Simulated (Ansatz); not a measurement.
BiTe:

```
Bi Te
1.0
     2.42271    1.39875    3.31729
    -2.42271    1.39875    3.31729
     0.00000   -2.79750    3.31729
Bi Te
1 1
Direct
  0.50000 0.50000 0.50000
  0.00000 0.00000 0.00000
```

The cell comes from a database or a generator and needn't be the stable form of this composition.

Base run:

```yaml
Program: Ansatz 0.2.0
Functional: PBEsol
Potentials_or_basis: all-electron LAPW, non-relativistic
Cutoff: 173 eV
Density_cutoff: 693 eV
Basis_error_allowed: 0.001 eV/atom
k_mesh: 7 × 7 × 7
Occupations: fermi-dirac, width 0.05 eV
Spin: no spin polarisation
```

Its results: pressure -1.0 GPa.

**Question.** The run is repeated on the same cell with these changes: potentials or basis from all-electron LAPW, non-relativistic to all-electron LAPW, inner shells corrected to Dirac's equation. What comes out?

**Answer.** Pressure -2.3 GPa.

Caveats: relativity is left out, which matters for the heavier elements (some runs).

Not every run made on this cell is shown here.
